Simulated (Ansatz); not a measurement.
Task: a rigid scan of one bond length of Ge2H7N, SMILES [GeH3][NH][GeH3], with Ansatz 0.2.0 through its Python package. Give the script and its output. Level of theory (for the species named): CAM-B3LYP, def2-SVP basis, multiplicity 1.

```xyz
10

Ge   -1.0088    0.7586   -0.7007
N     0.7299    0.2845   -0.6499
Ge    0.9248   -0.6987    0.9029
H    -1.8890   -0.4436   -0.6875
H    -1.3162    1.5862   -2.0379
H    -1.3812    1.7207    0.5052
H     0.9120   -0.3695   -1.4409
H     0.0394   -1.9031    0.8977
H     0.6475    0.2109    2.1858
H     2.4247   -1.1973    1.0283
```

Script `scan_ge2h7n.py`:
```python
"""Potential curve of Ge2H7N along one bond."""

import logging
import sys

import ansatz as az
import numpy as np

logging.basicConfig(stream=sys.stdout, format="%(levelname)s %(message)s")
log = logging.getLogger("ge2h7n")
log.setLevel(logging.INFO)


def main() -> None:
    ge2h7n = (
        az.Crystal.molecule()
        .atom("Ge", (-1.0088, 0.7586, -0.7007))
        .atom("N", (0.7299, 0.2845, -0.6499))
        .atom("Ge", (0.9248, -0.6987, 0.9029))
        .atom("H", (-1.889, -0.4436, -0.6875))
        .atom("H", (-1.3162, 1.5862, -2.0379))
        .atom("H", (-1.3812, 1.7207, 0.5052))
        .atom("H", (0.912, -0.3695, -1.4409))
        .atom("H", (0.0394, -1.9031, 0.8977))
        .atom("H", (0.6475, 0.2109, 2.1858))
        .atom("H", (2.4247, -1.1973, 1.0283))
    )

    symbols = [site.symbol for site in ge2h7n.cartesian_sites]
    start = np.array([site.position_ang for site in ge2h7n.cartesian_sites])
    axis = (start[2] - start[1]) / np.linalg.norm(start[2] - start[1])
    moving = [2, 7, 8, 9]
    lengths, energies = [1.626, 1.7, 1.774, 1.848, 1.922, 1.996, 2.07, 2.181], []
    for length in lengths:
        xyz = start.copy()
        xyz[moving] += (length - np.linalg.norm(start[2] - start[1])) * axis
        point = az.Crystal.molecule()
        for symbol, xyz in zip(symbols, xyz):
            point = point.atom(symbol, xyz.tolist())
        calculation = point.calculation().basis(gaussian="def2-SVP").functional("CAM-B3LYP")
        rep = calculation.run(threads=1).report
        energies.append(rep["free_energy_ev"])
        log.info(f"r = {length:6.3f} A  E = {energies[-1]:.5f} eV  <S^2> = {abs(rep['mean_field']['state']['spin_squared']):.3f}")

    # quartic fit about the minimum
    fit = np.polynomial.Polynomial.fit(lengths, np.array(energies) - min(energies), 4).convert()
    roots = [r.real for r in fit.deriv().roots() if abs(r.imag) < 1e-9 and fit.deriv(2)(r.real) > 0]
    r_e = min(roots, key=lambda r: abs(r - lengths[int(np.argmin(energies))]))
    log.info(f"minimum of the fit at {r_e:.4f} A, force constant {fit.deriv(2)(r_e):.2f} eV/A^2")


if __name__ == "__main__":
    main()
```

```console
$ python scan_ge2h7n.py
INFO r =  1.626 A  E = -114629.36570 eV  <S^2> = 0.000
INFO r =  1.700 A  E = -114629.92326 eV  <S^2> = 0.000
INFO r =  1.774 A  E = -114630.22463 eV  <S^2> = 0.000
INFO r =  1.848 A  E = -114630.34279 eV  <S^2> = 0.000
INFO r =  1.922 A  E = -114630.33094 eV  <S^2> = 0.000
INFO r =  1.996 A  E = -114630.22778 eV  <S^2> = 0.000
INFO r =  2.070 A  E = -114630.06163 eV  <S^2> = 0.000
INFO r =  2.181 A  E = -114629.73802 eV  <S^2> = 0.000
INFO minimum of the fit at 1.8748 A, force constant 20.84 eV/A^2
```

Notes:
- Total energies depend on the basis set; only differences at equal settings carry meaning.
- The rest of the molecule is held rigid at a force-field or estimated start geometry, and the basis set is modest; single-reference methods fail as a bond breaks.
- The orbitals are restricted, so S² is zero by construction.
- Timing: 46 s on 1 thread of Arm Neoverse V1, with other jobs on the host, peak memory 0.38 GiB.

(Lines on the test bed's own set-up are left out of the output.)
